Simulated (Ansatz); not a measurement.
# AlH₄NOS: taking an electron away

The task here is to estimate one member of a computed series from the others.

Program: Ansatz 0.2.0, Gaussian basis. Level of theory: unrestricted cation, the program's frozen cores in correlated methods. These are calculated values, not measurements.

The runs, in order: UKS PBE-D4/def2-TZVPP; UKS r2SCAN-D4/def2-TZVPP; UKS PBE0-D4/def2-TZVPP; UKS B3LYP-D4/def2-TZVPP; UKS wB97X-V/def2-TZVPP; UKS wB97M-V/def2-TZVPP; UKS B2PLYP/def2-TZVPP; UHF-CCSD(T)/def2-TZVPP; UHF-CCSD(T)/def2-QZVPP; extrapolation to the limit; then −ε(HOMO) from the neutral's earlier runs with LDA (SPW92), PBE-D4, revPBE-D4, BLYP-D4, r2SCAN-D4, B97M-V, PBE0-D4, B3LYP-D4, r2SCANh-D4, r2SCAN0-D4, HSE06-D4, BHLYP-D4, CAM-B3LYP-D4, LC-ωPBE, ωB97X-V, ωB97M-V.

## The relaxed structure

All runs share one geometry, relaxed beforehand with PBE0-D4 in a triple-zeta def2 set.

SMILES `[NH2][Al]([OH])[SH]`, 8 atoms, charge 0, spin multiplicity 1.

Atoms are counted from 1 here; the program's logs count them from 0.

Bond lengths: N1–Al2 1.761 Å, N1–H5 1.006 Å, N1–H6 1.007 Å, Al2–O3 1.693 Å, Al2–S4 2.178 Å, O3–H7 0.955 Å, S4–H8 1.345 Å. Angles: Al2–N1–H5 125.7°, Al2–N1–H6 124.1°, H5–N1–H6 110.2°, N1–Al2–O3 123.7°, N1–Al2–S4 119.4°, O3–Al2–S4 116.9°, Al2–O3–H7 125.1°, Al2–S4–H8 91.5°.

Set-up of the first run:

Contents of in.yaml:

```yaml
crystal:
  periodic: [false, false, false]
  atoms:
    - {symbol: N, position_ang: [-0.448889, 1.481067, 0.151732]}
    - {symbol: Al, position_ang: [-0.001721, -0.212615, -0.028926]}
    - {symbol: O, position_ang: [1.598420, -0.763069, -0.074013]}
    - {symbol: S, position_ang: [-1.566045, -1.717127, -0.210437]}
    - {symbol: H, position_ang: [0.192773, 2.250817, 0.241770]}
    - {symbol: H, position_ang: [-1.398500, 1.814172, 0.179412]}
    - {symbol: H, position_ang: [2.372266, -0.208428, -0.005295]}
    - {symbol: H, position_ang: [-0.656106, -2.701917, -0.310044]}
basis:
  gaussian: {orbitals: def2-TZVPP}
total_charge: 1
magnetization: {spin_polarized: true, initial_magnetization: 1}
hamiltonian: {xc: pbe, dispersion: d4}
```

Run with:

```sh
> ansatz run in.yaml --threads 2 --pin off --events-out ev --progress --plain --max-ram 32768MiB --backend cpu
```

Steps of the session up to this table: Cation, UKS PBE-D4/def2-TZVPP; Cation, UKS r2SCAN-D4/def2-TZVPP; Cation, UKS PBE0-D4/def2-TZVPP; Cation, UKS B3LYP-D4/def2-TZVPP; Cation, UKS wB97X-V/def2-TZVPP; Cation, UKS wB97M-V/def2-TZVPP; Cation, UKS B2PLYP (frozen core)/def2-TZVPP; Cation, UHF-CCSD(T)/def2-TZVPP; Cation, UHF-CCSD(T)/def2-QZVPP.

One of the session's tables, all rows but one given; the rest of the session is left out.

It belongs to the step «Ionisation energies side by side». For comparison, −ε(HOMO) of the neutral from earlier runs:

| functional | −ε(HOMO) (eV) |
| --- | --- |
| LDA (SPW92) | 6.12 |
| PBE-D4 | 5.96 |
| revPBE-D4 | 5.90 |
| BLYP-D4 | ? |
| r2SCAN-D4 | 6.26 |
| B97M-V | 6.29 |
| PBE0-D4 | 7.28 |
| B3LYP-D4 | 7.01 |
| r2SCANh-D4 | 6.75 |
| r2SCAN0-D4 | 7.48 |
| HSE06-D4 | 6.88 |
| BHLYP-D4 | 8.39 |
| CAM-B3LYP-D4 | 8.62 |
| LC-ωPBE | 10.06 |
| ωB97X-V | 9.67 |
| ωB97M-V | 9.51 |

Q: Estimate the row for BLYP-D4 from the others.

Worked estimate for «−ε(HOMO) (eV)». Against the share of exact exchange, B3LYP-D4 (0.2, 7.01), BHLYP-D4 (0.5, 8.39) give a slope of 4.60 per unit share; at 0 the line stands at 6.09.

**Answer.** −ε(HOMO) (eV): 5.80. In «−ε(HOMO) (eV)» the line misses by +0.29.
